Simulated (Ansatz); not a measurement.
# AlFH2OS: two geometries relaxed, part 2 of 2

Aim: relax the geometries before and after the reaction (1,2-elimination), and see whether they are two minima and how far apart in energy. Meant to form: H4–F2; to break: Al1–F2, H4–S3. The start is a guess near the saddle point, from which both ends are pulled out.

Ansatz 0.2.0; RKS PBE0-D4/6-31G. The steps go on from the part before.

## 4. Pulling towards end B

Springs on the bonds that form and break draw the guess towards this end; the thresholds are loose.

input.yaml reads:

```yaml
crystal:
  periodic: [false, false, false]
  atoms:
    - { symbol: Al, position_ang: [0.3179, -0.0736, 0.2054] }
    - { symbol: F, position_ang: [-1.3368, -0.2545, -1.0967] }
    - { symbol: S, position_ang: [0.8341, -2.0352, -0.389] }
    - { symbol: H, position_ang: [-0.62, -1.222, -1.0472] }
    - { symbol: O, position_ang: [0.4156, 1.3566, 0.9772] }
    - { symbol: H, position_ang: [0.3892, 2.2287, 1.3503] }
basis:
  gaussian: { orbitals: "6-31G" }
hamiltonian:
  xc: pbe0
  dispersion: d4
relax:
  f_tol: 0.15
  max_steps: 25
  restrain:
    - { distance: [3, 1], at: 0.88, k: 30.0 }
    - { distance: [0, 1], at: 3.08, k: 30.0 }
    - { distance: [3, 2], at: 2.66, k: 30.0 }
```

Command:

```bash
ansatz run input.yaml --threads 1 --pin off --max-ram 2048MiB --backend cpu --events-out ev --progress --plain --runs-dir out
```

Standard output:

```text
Warning: RAYON_NUM_THREADS=1 ignored (pool sized by the plan → 1); use --threads N
The last accepted step is kept in <dir> (removed where the run ends without a failure and the disk answers)
Engine: ansatz 0.2.0, x86_64-unknown-linux-gnu
Functional definition: PBE0
  parameter a = 0.25
  parameter kappa = 0.804
  parameter beta = 0.06672455060314922
  exchange = (1 - a)*pbe_x(kappa = kappa, mu = beta*pi^2/3) + a*exact_x
  correlation = pbe_c(beta = beta)
553 factors; integrals over basis functions are off by at most 1.7e-4 eV
mean field evaluation 1: about -22209.3860 eV, gradient 5.8e1 eV
mean field evaluation 2: about -22198.2470 eV, gradient 9.5e1 eV
mean field evaluation 4: about -22215.8949 eV, gradient 4.8e0 eV
mean field evaluation 8: about -22215.9903 eV, gradient 2.1e-2 eV
mean field -22215.99029343 eV, -816.4225847446 hartree, gradient 6.4e-5 eV, S^2 0.000000; 0 other end points of the search recorded, 0 dependent functions left out
the calculation of the forces begins
reference -22215.99032388 eV, -816.4225858636 hartree; 24, 24 occupied and 24, 24 virtual orbitals, 553 factors
relax step   1: F+E_penalty+E_count = -22216.08037006 eV  Δ(F+E_penalty+E_count) = +0.000e0 eV  max|allowed force component| = 1.642e0 eV/Å  E_restraint = 26.92023090 eV  max|allowed force component, restraints' pulls added| = 2.747e1 eV/Å  Δτ_max = 0.0000 Å  (23 SCF iters, accepted)
  distance H 3 - F 1 = 1.2051 Å
  distance Al 0 - F 1 = 2.1133 Å
  distance H 3 - S 2 = 1.7913 Å
these checks for a lower state are left out or cut short: starts, cluster_reference, orbital_swaps, neighbouring_geometries, increment
553 factors; integrals over basis functions are off by at most 1.7e-4 eV
mean field evaluation 16: about -22215.6513 eV, gradient 6.0e-1 eV
mean field -22215.68048285 eV, -816.4111994157 hartree, gradient 9.3e-6 eV, S^2 0.000000; 0 other end points of the search recorded, 0 dependent functions left out
the calculation of the forces begins
reference -22215.68051192 eV, -816.4112004838 hartree; 24, 24 occupied and 24, 24 virtual orbitals, 553 factors
relax step   2: F+E_penalty+E_count = -22215.78016350 eV  Δ(F+E_penalty+E_count) = +3.002e-1 eV  max|allowed force component| = 2.072e0 eV/Å  E_restraint = 10.79097192 eV  max|allowed force component, restraints' pulls added| = 1.756e1 eV/Å  Δτ_max = 0.1949 Å  (30 SCF iters, accepted)
  distance H 3 - F 1 = 1.0798 Å
  distance Al 0 - F 1 = 2.4339 Å
  distance H 3 - S 2 = 2.1482 Å
these checks for a lower state are left out or cut short: starts, cluster_reference, orbital_swaps, neighbouring_geometries, increment
553 factors; integrals over basis functions are off by at most 1.7e-4 eV
mean field -22215.56652276 eV, -816.4070114598 hartree, gradient 1.9e-5 eV, S^2 0.000000; 0 other end points of the search recorded, 0 dependent functions left out
the calculation of the forces begins
reference -22215.56655101 eV, -816.4070124977 hartree; 24, 24 occupied and 24, 24 virtual orbitals, 553 factors
relax step   3: F+E_penalty+E_count = -22215.66485740 eV  Δ(F+E_penalty+E_count) = +1.153e-1 eV  max|allowed force component| = 2.232e0 eV/Å  E_restraint = 2.12058840 eV  max|allowed force component, restraints' pulls added| = 7.645e0 eV/Å  Δτ_max = 0.1945 Å  (30 SCF iters, accepted)
  distance H 3 - F 1 = 0.9337 Å
  distance Al 0 - F 1 = 2.7683 Å
  distance H 3 - S 2 = 2.4568 Å
these checks for a lower state are left out or cut short: starts, cluster_reference, orbital_swaps, neighbouring_geometries, increment
553 factors; integrals over basis functions are off by at most 1.6e-4 eV
mean field evaluation 32: about -22215.6077 eV, gradient 4.7e-4 eV
mean field -22215.60771119 eV, -816.4085251065 hartree, gradient 1.1e-5 eV, S^2 0.000000; 0 other end points of the search recorded, 0 dependent functions left out
the calculation of the forces begins
reference -22215.60773895 eV, -816.4085261265 hartree; 24, 24 occupied and 24, 24 virtual orbitals, 553 factors
relax step   4: F+E_penalty+E_count = -22215.70402999 eV  Δ(F+E_penalty+E_count) = -3.917e-2 eV  max|allowed force component| = 1.878e0 eV/Å  E_restraint = 0.04302509 eV  max|allowed force component, restraints' pulls added| = 1.080e0 eV/Å  Δτ_max = 0.1906 Å  (30 SCF iters, accepted)
  distance H 3 - F 1 = 0.9180 Å
  distance Al 0 - F 1 = 3.0434 Å
  distance H 3 - S 2 = 2.6508 Å
these checks for a lower state are left out or cut short: starts, cluster_reference, orbital_swaps, neighbouring_geometries, increment
553 factors; integrals over basis functions are off by at most 1.6e-4 eV
mean field -22215.66212289 eV, -816.4105246995 hartree, gradient 1.2e-5 eV, S^2 0.000000; 0 other end points of the search recorded, 0 dependent functions left out
the calculation of the forces begins
reference -22215.66215064 eV, -816.4105257192 hartree; 24, 24 occupied and 24, 24 virtual orbitals, 553 factors
relax step   5: F+E_penalty+E_count = -22215.75861677 eV  Δ(F+E_penalty+E_count) = -5.459e-2 eV  max|allowed force component| = 1.553e0 eV/Å  E_restraint = 0.03283074 eV  max|allowed force component, restraints' pulls added| = 5.053e-1 eV/Å  Δτ_max = 0.1504 Å  (30 SCF iters, accepted)
  distance H 3 - F 1 = 0.9216 Å
  distance Al 0 - F 1 = 3.0600 Å
  distance H 3 - S 2 = 2.6525 Å
these checks for a lower state are left out or cut short: starts, cluster_reference, orbital_swaps, neighbouring_geometries, increment
553 factors; integrals over basis functions are off by at most 1.6e-4 eV
mean field -22215.68227050 eV, -816.4112651108 hartree, gradient 2.6e-5 eV, S^2 0.000000; 0 other end points of the search recorded, 0 dependent functions left out
the calculation of the forces begins
reference -22215.68229837 eV, -816.4112661347 hartree; 24, 24 occupied and 24, 24 virtual orbitals, 553 factors
relax step   6: F+E_penalty+E_count = -22215.77871663 eV  Δ(F+E_penalty+E_count) = -2.010e-2 eV  max|allowed force component| = 3.801e-1 eV/Å  E_restraint = 0.07988116 eV  max|allowed force component, restraints' pulls added| = 1.635e0 eV/Å  Δτ_max = 0.1554 Å  (30 SCF iters, rejected (line search))
  distance H 3 - F 1 = 0.9518 Å
  distance Al 0 - F 1 = 3.0703 Å
  distance H 3 - S 2 = 2.6689 Å
these checks for a lower state are left out or cut short: starts, cluster_reference, orbital_swaps, neighbouring_geometries, increment
553 factors; integrals over basis functions are off by at most 1.6e-4 eV
mean field -22215.68024086 eV, -816.4111905228 hartree, gradient 1.8e-5 eV, S^2 0.000000; 0 other end points of the search recorded, 0 dependent functions left out
the calculation of the forces begins
reference -22215.68026868 eV, -816.4111915450 hartree; 24, 24 occupied and 24, 24 virtual orbitals, 553 factors
relax step   7: F+E_penalty+E_count = -22215.77648123 eV  Δ(F+E_penalty+E_count) = -1.786e-2 eV  max|allowed force component| = 1.392e0 eV/Å  E_restraint = 0.03469776 eV  max|allowed force component, restraints' pulls added| = 3.085e-1 eV/Å  Δτ_max = 0.0777 Å  (30 SCF iters, accepted)
  distance H 3 - F 1 = 0.9257 Å
  distance Al 0 - F 1 = 3.0658 Å
  distance H 3 - S 2 = 2.6547 Å
these checks for a lower state are left out or cut short: starts, cluster_reference, orbital_swaps, neighbouring_geometries, increment
553 factors; integrals over basis functions are off by at most 1.6e-4 eV
mean field -22215.69593182 eV, -816.4117671547 hartree, gradient 1.9e-5 eV, S^2 0.000000; 0 other end points of the search recorded, 0 dependent functions left out
the calculation of the forces begins
reference -22215.69595987 eV, -816.4117681855 hartree; 24, 24 occupied and 24, 24 virtual orbitals, 553 factors
relax step   8: F+E_penalty+E_count = -22215.79165878 eV  Δ(F+E_penalty+E_count) = -1.518e-2 eV  max|allowed force component| = 1.256e0 eV/Å  E_restraint = 0.03510834 eV  max|allowed force component, restraints' pulls added| = 1.006e-1 eV/Å  Δτ_max = 0.1000 Å  (30 SCF iters, accepted)
  distance H 3 - F 1 = 0.9276 Å
  distance Al 0 - F 1 = 3.0720 Å
  distance H 3 - S 2 = 2.6571 Å
553 factors; integrals over basis functions are off by at most 1.6e-4 eV
mean field evaluation 64: about -22215.6701 eV, gradient 1.7e-1 eV
mean field -22215.69593182 eV, -816.4117671547 hartree, gradient 1.9e-5 eV, S^2 0.000000; 1 other end points of the search recorded, 0 dependent functions left out
the calculation of the forces begins
reference -22215.69595987 eV, -816.4117681855 hartree; 24, 24 occupied and 24, 24 virtual orbitals, 553 factors
Total energy: -22215.79168683 eV, -816.4152860867 hartree
Atom 0 at     0.738393    -0.069694     0.511223 Å, force    -0.250398     0.070104    -0.146519 eV/Å
Atom 1 at    -1.626056    -0.459389    -1.410922 Å, force    -0.494095     1.251074     0.249393 eV/Å
Atom 2 at     1.046763    -2.002227    -0.214155 Å, force    -0.060734     0.002198    -0.040788 eV/Å
Atom 3 at    -1.174127    -1.267020    -1.473939 Å, force     0.750897    -1.255659    -0.064436 eV/Å
Atom 4 at     0.548946     1.458021     1.124023 Å, force     0.094374    -0.047929     0.029836 eV/Å
Atom 5 at     0.466081     2.340310     1.463771 Å, force    -0.040045    -0.019788    -0.027486 eV/Å
Dipole moment:     0.045483     0.812200     0.417250 e Å
```

It took 13 s on 1 thread of Intel Xeon 6975P-C (Granite Rapids), shared host; peak memory 0.16 GiB.

Step by step:

```csv
step,energy from step 1 (eV),largest force component (eV/Å)
1,0.0000,1.6423
2,0.3002,2.0715
3,0.4155,2.2318
4,0.3763,1.8775
5,0.3218,1.5529
6x,0.3017,0.3801
7,0.3039,1.3922
8,0.2887,1.2557
```

Step 1 is the start. 1 step was tried and not accepted (marked x). Energies and forces in the table leave out the springs, which the log lists apart; the run stops on the force with the springs' pull added.

After: Bond lengths: Al1–S3 2.087 Å, F2–H4 0.928 Å, Al1–O5 1.657 Å, O5–H6 0.949 Å. Angles: S3–Al1–O5 177.7°, Al1–O5–H6 178.3°.

Pairs that crossed the distance rule for bonds on the way: came closer F2–H4; moved apart Al1–F2.

## 5. Relaxing end B

It starts where the restrained run ended.

input.yaml reads:

```yaml
crystal:
  periodic: [false, false, false]
  atoms:
    - { symbol: Al, position_ang: [0.738393, -0.069694, 0.511223] }
    - { symbol: F, position_ang: [-1.626056, -0.459389, -1.410922] }
    - { symbol: S, position_ang: [1.046763, -2.002227, -0.214155] }
    - { symbol: H, position_ang: [-1.174127, -1.26702, -1.473939] }
    - { symbol: O, position_ang: [0.548946, 1.458021, 1.124023] }
    - { symbol: H, position_ang: [0.466081, 2.34031, 1.463771] }
basis:
  gaussian: { orbitals: "6-31G" }
hamiltonian:
  xc: pbe0
  dispersion: d4
relax:
  f_tol: 0.03
  max_steps: 50
```

Command:

```bash
ansatz run input.yaml --threads 1 --pin off --max-ram 2048MiB --backend cpu --events-out ev --progress --plain --runs-dir out
```

Standard output (excerpt; [...] marks lines left out):

```text
Warning: RAYON_NUM_THREADS=1 ignored (pool sized by the plan → 1); use --threads N
[...]
[... 1 set-up line as earlier in the session ...]
[...]
551 factors; integrals over basis functions are off by at most 2.2e-4 eV
[...]
mean field -22215.69589850 eV, -816.4117659304 hartree, gradient 8.4e-5 eV, S^2 0.000000; 0 other end points of the search recorded, 0 dependent functions left out
[...]
reference -22215.69592711 eV, -816.4117669819 hartree; 24, 24 occupied and 24, 24 virtual orbitals, 551 factors
relax step   1: F+E_penalty+E_count = -22215.79162547 eV  Δ(F+E_penalty+E_count) = +0.000e0 eV  max|allowed force component| = 1.256e0 eV/Å  Δτ_max = 0.0000 Å  (24 SCF iters, accepted)
[...]
relax step   4: F+E_penalty+E_count = -22216.24974456 eV  Δ(F+E_penalty+E_count) = -2.052e-1 eV  max|allowed force component| = 4.598e-1 eV/Å  Δτ_max = 0.1961 Å  (28 SCF iters, accepted)
[...]
relax step   7: F+E_penalty+E_count = -22216.31328560 eV  Δ(F+E_penalty+E_count) = -1.330e-2 eV  max|allowed force component| = 4.697e-1 eV/Å  Δτ_max = 0.0446 Å  (30 SCF iters, accepted)
[...]
relax step  10: F+E_penalty+E_count = -22216.44312638 eV  Δ(F+E_penalty+E_count) = -7.507e-2 eV  max|allowed force component| = 1.045e0 eV/Å  Δτ_max = 0.1091 Å  (28 SCF iters, accepted)
[...]
relax step  12: F+E_penalty+E_count = -22216.94538979 eV  Δ(F+E_penalty+E_count) = -3.262e-1 eV  max|allowed force component| = 1.893e0 eV/Å  Δτ_max = 0.1310 Å  (28 SCF iters, accepted)
[...]
relax step  13: F+E_penalty+E_count = -22217.35847587 eV  Δ(F+E_penalty+E_count) = -4.131e-1 eV  max|allowed force component| = 1.366e0 eV/Å  Δτ_max = 0.1910 Å  (28 SCF iters, accepted)
[...]
553 factors; integrals over basis functions are off by at most 2.6e-4 eV
mean field -22217.62234069 eV, -816.4825613750 hartree, gradient 2.5e-5 eV, S^2 0.000000; 0 other end points of the search recorded, 0 dependent functions left out
[...]
```

## 6. The log goes on: end point B relaxed

Output, continued (excerpt; [...] marks lines left out):

```text
reference -22217.62237272 eV, -816.4825625522 hartree; 24, 24 occupied and 24, 24 virtual orbitals, 553 factors
relax step  14: F+E_penalty+E_count = -22217.71683118 eV  Δ(F+E_penalty+E_count) = -3.584e-1 eV  max|allowed force component| = 1.155e0 eV/Å  Δτ_max = 0.2000 Å  (27 SCF iters, accepted)
[...]
relax step  16: F+E_penalty+E_count = -22218.02533560 eV  Δ(F+E_penalty+E_count) = -2.045e-1 eV  max|allowed force component| = 9.676e-1 eV/Å  Δτ_max = 0.1996 Å  (27 SCF iters, accepted)
[...]
relax step  18: F+E_penalty+E_count = -22218.08678766 eV  Δ(F+E_penalty+E_count) = +1.864e-2 eV  max|allowed force component| = 4.923e-1 eV/Å  Δτ_max = 0.0926 Å  (27 SCF iters, rejected (line search))
[...]
relax step  20: F+E_penalty+E_count = -22218.11972750 eV  Δ(F+E_penalty+E_count) = -1.411e-3 eV  max|allowed force component| = 7.723e-2 eV/Å  Δτ_max = 0.0425 Å  (26 SCF iters, accepted)
[...]
552 factors; integrals over basis functions are off by at most 2.5e-4 eV
mean field -22218.02670575 eV, -816.4974215168 hartree, gradient 1.3e-5 eV, S^2 0.000000; 1 other end points of the search recorded, 0 dependent functions left out
[...]
reference -22218.02673847 eV, -816.4974227194 hartree; 24, 24 occupied and 24, 24 virtual orbitals, 552 factors
Total energy: -22218.12141428 eV, -816.5009019912 hartree
Atom 0 at    -0.184960     0.196741    -0.045115 Å, force     0.009816    -0.005805     0.004393 eV/Å
Atom 1 at    -1.596481     0.511110    -0.942638 Å, force    -0.002813     0.005248     0.001916 eV/Å
Atom 2 at     0.769614    -1.802512    -0.302227 Å, force    -0.002322    -0.003863    -0.000056 eV/Å
Atom 3 at    -0.133669    -2.313688    -1.204212 Å, force     0.001943     0.000315    -0.001935 eV/Å
Atom 4 at     0.480250     1.316318     0.990383 Å, force    -0.006145     0.007093    -0.001603 eV/Å
Atom 5 at     0.665247     2.092031     1.503809 Å, force    -0.000479    -0.002988    -0.002716 eV/Å
Dipole moment:     0.012710     0.298609     0.157632 e Å
```

It took 31 s on 1 thread of Intel Xeon 6975P-C (Granite Rapids), shared host; peak memory 0.16 GiB.

Step by step:

```csv
step,energy from step 1 (eV),largest force component (eV/Å)
1,0.0000,1.2559
2,-0.1108,0.4081
3,-0.2529,0.6180
4,-0.4581,0.4598
5x,-0.2670,2.1291
6,-0.5084,0.3623
7,-0.5217,0.4697
8,-0.5428,0.5306
9,-0.5764,0.7402
10,-0.6515,1.0454
11,-0.8275,1.3923
12,-1.1538,1.8927
13,-1.5669,1.3664
14,-1.9252,1.1550
15,-2.0292,1.8025
16,-2.2337,0.9676
17,-2.3138,0.3383
18x,-2.2952,0.4923
19,-2.3267,0.1095
20,-2.3281,0.0772
21,-2.3288,0.0502
22,-2.3298,0.0098
```

Step 1 is the start. 2 steps were tried and not accepted (marked x).

After: Bond lengths: Al1–F2 1.702 Å, Al1–S3 2.230 Å, S3–H4 1.375 Å, Al1–O5 1.664 Å, O5–H6 0.948 Å. Angles: F2–Al1–S3 117.4°, F2–Al1–O5 122.4°, S3–Al1–O5 120.3°, Al1–S3–H4 97.3°, Al1–O5–H6 164.8°.

Pairs that crossed the distance rule for bonds on the way: came closer Al1–F2, S3–H4; moved apart F2–H4.

## 7. Outcome

This closing draws on all 2 parts.

| quantity | value |
| --- | --- |
| end A | 7 moves, 0.314 eV lower |
| end B | 19 moves, 2.330 eV lower |
| largest difference between the ends | 0.01 Å |
| end B relative to end A | +0.000 eV |

What this shows: The two relaxations end at one structure, within 0.01 Å: no second minimum was found from this start, which doesn't rule one out. The basis is very small, so the numbers are rough.
